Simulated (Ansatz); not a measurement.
**CH4ClFMoO2S: one species, many methods**

One table from this session's results is given with a row withheld; the runs are named, their logs left out.

Method: functionals in def2-TZVPP, the program's frozen cores in correlated methods; program: Ansatz 0.2.0, Gaussian basis.

Plan: LDA (SPW92), PBE-D4, revPBE-D4, BLYP-D4, r2SCAN-D4, B97M-V, PBE0-D4, B3LYP-D4, r2SCANh-D4, r2SCAN0-D4, HSE06-D4, BHLYP-D4, CAM-B3LYP-D4, LC-ωPBE, ωB97X-V, ωB97M-V, B2PLYP, PBE-QIDH; CCSD(T)/def2-SVP; CCSD(T)/def2-TZVPP; MP2/def2-QZVPP; extrapolation to the limit; RPA on PBE.

## The geometry

All runs share one geometry, relaxed beforehand with PBE0-D4 in a triple-zeta def2 set. Mo takes the def2 core potential; no spin-orbit term is included.

SMILES `C[O][Mo]([OH])([F])(=[S])[Cl]`, 11 atoms, charge 0, spin multiplicity 1.

Atoms are counted from 1 here; the program's logs count them from 0.

Bond lengths: C1–O2 1.398 Å, C1–H8 1.095 Å, C1–H9 1.095 Å, C1–H10 1.091 Å, O2–Mo3 1.825 Å, Mo3–O4 1.897 Å, Mo3–F5 1.873 Å, Mo3–S6 2.082 Å, Mo3–Cl7 2.286 Å, O4–H11 0.964 Å. Angles: O2–C1–H8 109.2°, O2–C1–H9 109.5°, O2–C1–H10 108.8°, H8–C1–H9 109.6°, H8–C1–H10 110.1°, H9–C1–H10 109.7°, C1–O2–Mo3 134.5°, O2–Mo3–O4 84.1°, O2–Mo3–F5 154.5°, O2–Mo3–S6 103.0°, O2–Mo3–Cl7 90.9°, O4–Mo3–F5 81.4°, O4–Mo3–S6 112.5°, O4–Mo3–Cl7 137.3°, F5–Mo3–S6 101.9°, F5–Mo3–Cl7 85.7°, S6–Mo3–Cl7 110.0°, Mo3–O4–H11 113.2°.

Coordinates:

```
C     1.0493   -1.5202    0.1087
O     0.6012   -0.3549    0.7383
Mo   -0.3685    1.0962    0.2039
O    -1.6665   -0.1965   -0.2878
F    -1.3326    2.1239   -1.0293
S    -0.8283    2.0415    2.0006
Cl    1.4937    2.0444   -0.7239
H     0.2124   -1.9883   -0.4198
H     1.8396   -1.2678   -0.6063
H     1.4415   -2.2006    0.8662
H    -2.3764    0.1653   -0.8299
```

Set-up of the first run:

in.yaml reads:

```yaml
crystal:
  periodic: [false, false, false]
  atoms:
    - {symbol: C, position_ang: [1.049308, -1.520204, 0.108665]}
    - {symbol: O, position_ang: [0.601237, -0.354866, 0.738350]}
    - {symbol: Mo, position_ang: [-0.368501, 1.096184, 0.203852]}
    - {symbol: O, position_ang: [-1.666545, -0.196474, -0.287848]}
    - {symbol: F, position_ang: [-1.332615, 2.123941, -1.029290]}
    - {symbol: S, position_ang: [-0.828293, 2.041480, 2.000632]}
    - {symbol: Cl, position_ang: [1.493739, 2.044410, -0.723942]}
    - {symbol: H, position_ang: [0.212367, -1.988250, -0.419818]}
    - {symbol: H, position_ang: [1.839647, -1.267784, -0.606303]}
    - {symbol: H, position_ang: [1.441454, -2.200575, 0.866249]}
    - {symbol: H, position_ang: [-2.376399, 0.165339, -0.829948]}
basis:
  gaussian: {orbitals: def2-TZVPP}
hamiltonian: {xc: lda}
output: {orbitals: {seedname: orbitals}}
```

Command:

```bash
$ ansatz run in.yaml --threads 2 --pin off --events-out ev --progress --plain --max-ram 20480MiB --backend cuda --devices 0, --max-vram 18GiB
```

Steps of the session up to this table: LDA; PBE-D4 (GGA); revPBE-D4 (GGA); BLYP-D4 (GGA); r2SCAN-D4 (meta-GGA); B97M-V (meta-GGA); B3LYP-D4 (hybrid); r2SCANh-D4 (hybrid); r2SCAN0-D4 (hybrid); HSE06-D4 (hybrid); BHLYP-D4 (hybrid); CAM-B3LYP-D4 (range-separated); LC-ωPBE (range-separated); ωB97X-V (range-separated); ωB97M-V (range-separated); B2PLYP (double hybrid); PBE-QIDH (double hybrid).

One of the session's tables, all rows but one given; the rest of the session is left out.

It belongs to the step «Orbital energies across the functionals». 

| functional | HOMO (eV) | LUMO (eV) | gap (eV) |
| --- | --- | --- | --- |
| LDA (SPW92) | -7.14 | -4.52 | 2.62 |
| PBE-D4 | -6.99 | -4.33 | 2.65 |
| revPBE-D4 | -6.93 | -4.26 | 2.67 |
| BLYP-D4 | ? | ? | ? |
| r2SCAN-D4 | -7.31 | -4.38 | 2.93 |
| B97M-V | -7.39 | -4.39 | 3.00 |
| PBE0-D4 | -8.29 | -3.67 | 4.63 |
| B3LYP-D4 | -8.04 | -3.85 | 4.19 |
| r2SCANh-D4 | -7.79 | -4.11 | 3.68 |
| r2SCAN0-D4 | -8.51 | -3.68 | 4.83 |
| HSE06-D4 | -7.90 | -4.04 | 3.86 |
| BHLYP-D4 | -9.44 | -2.79 | 6.66 |
| CAM-B3LYP-D4 | -9.58 | -2.60 | 6.98 |
| LC-ωPBE | -10.89 | -1.52 | 9.37 |
| ωB97X-V | -10.56 | -1.57 | 8.98 |
| ωB97M-V | -10.42 | -1.55 | 8.87 |

Q: Estimate the row for BLYP-D4 from the others.

Worked estimate for «HOMO (eV)». Against the share of exact exchange, B3LYP-D4 (0.2, -8.04), BHLYP-D4 (0.5, -9.44) give a slope of -4.67 per unit share; at 0 the line stands at -7.11.

The run gave: HOMO (eV): -6.83; LUMO (eV): -4.21; gap (eV): 2.62. In «HOMO (eV)» the line misses by -0.28.
